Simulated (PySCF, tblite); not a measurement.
# C3H12GeO2Si2: geometry, infrared bands and NMR shifts

Wanted: the infrared bands and NMR shifts of C3H12GeO2Si2 (`O=CO[SiH2][C@H]([SiH3])[CH2][GeH3]`), by calculation.

Programs: tblite 0.8.0 and PySCF 2.14.0, with density-fitted response routines of our own. Each step states its level of theory. These are calculated values for one molecule in the gas phase, unless marked as measured. Atoms are numbered from 0 throughout.

## Step 1: Starting geometry

20 atoms, charge 0, multiplicity 1; geometry from: force field or distance geometry start.

Bonds of the start (Å): O0–C1 1.25, C1–O2 1.39, O2–Si3 1.76, Si3–C4 1.90, C4–Si5 1.87, C4–C6 1.54, C6–Ge7 1.95, C1–H8 1.09, Si3–H9 1.46, Si3–H10 1.46, C4–H11 1.11, Si5–H12 1.48, Si5–H13 1.48, Si5–H14 1.46, C6–H15 1.12, C6–H16 1.11, Ge7–H17 1.56, Ge7–H18 1.55, Ge7–H19 1.55.

## Step 2: Optimising the geometry with GFN2-xTB

Job settings and geometry (Å):

```
{"job": {"kind": "relax", "xc": "GFN2-xTB", "basis": "xTB"}, "charge": 0, "multiplicity": 1}
O      1.900600     1.967500     1.432400
C      2.816100     1.275300     0.937500
O      2.631300     0.482500    -0.187100
Si     1.088200     0.382400    -1.028400
C     -0.205000    -0.395400     0.120000
Si     0.439100    -2.056200     0.690800
C     -1.555700    -0.568500    -0.595000
Ge    -2.474200     1.137300    -0.841000
H      3.798800     1.276500     1.420000
H      1.240900    -0.467600    -2.211100
H      0.668000     1.721000    -1.430500
H     -0.333100     0.247200     1.009800
H     -0.536100    -2.667400     1.617000
H      1.723100    -1.869300     1.399500
H      0.646100    -2.927300    -0.464400
H     -2.226900    -1.202500     0.044800
H     -1.426700    -1.067600    -1.572500
H     -3.929400     0.851900    -1.325000
H     -2.520900     1.905900     0.505100
H     -1.749300     1.984800    -1.911400
```

Launch:

```bash
$ OMP_NUM_THREADS=1 python probes_run.py task.json out
```

This one command runs all jobs of the session in turn.

**Question.** This job is followed by: GFN2-xTB harmonic vibrations, gas phase; GIAO PBE0/pcSseg-1 NMR shielding, non-relativistic, gas phase. Predict these results of the whole session: strongest single infrared mode (GFN2-xTB); zero-point energy (GFN2-xTB); ¹³C shifts against TMS (PBE0/pcSseg-1); ¹H shifts against TMS (PBE0/pcSseg-1, means over atoms taken as alike); ¹⁷O shifts against H2O (PBE0/pcSseg-1); ²⁹Si shifts against TMS (PBE0/pcSseg-1); ⁷³Ge shifts against GeMe4 (PBE0/pcSseg-1).

The runs gave:

| quantity | value |
| --- | --- |
| strongest single infrared mode (GFN2-xTB) | 777 cm⁻¹, 682 km/mol |
| zero-point energy (GFN2-xTB) | 81.7 kcal/mol |
| ¹³C shifts against TMS (PBE0/pcSseg-1) | 167.2, 7.9, 6.1 ppm |
| ¹H shifts against TMS (PBE0/pcSseg-1, means over atoms taken as alike) | 8.10, 5.51, 4.60, 3.87, 3.54, 1.41, 1.38, 0.97 ppm |
| ¹⁷O shifts against H2O (PBE0/pcSseg-1) | 461.1, 211.8 ppm |
| ²⁹Si shifts against TMS (PBE0/pcSseg-1) | -14.5, -63.5 ppm |
| ⁷³Ge shifts against GeMe4 (PBE0/pcSseg-1) | -237 ppm |

The optimisation took 128 steps and gained 0.660 eV; among the close pairs (by a distance rule), C1–O2 changed most, from 1.388 to 1.302 Å. No mode is imaginary among the 54: a minimum at this level. GFN2-xTB is a fitted tight-binding method: band positions and strengths are rough. Its intensities can rank the bands wrongly. At PBE0/pcSseg-1: The largest span, 645 ppm, is at O0, where the paramagnetic term is -530 ppm. Spin-orbit coupling is left out, which matters for shieldings and couplings at and beside the heavy atoms.
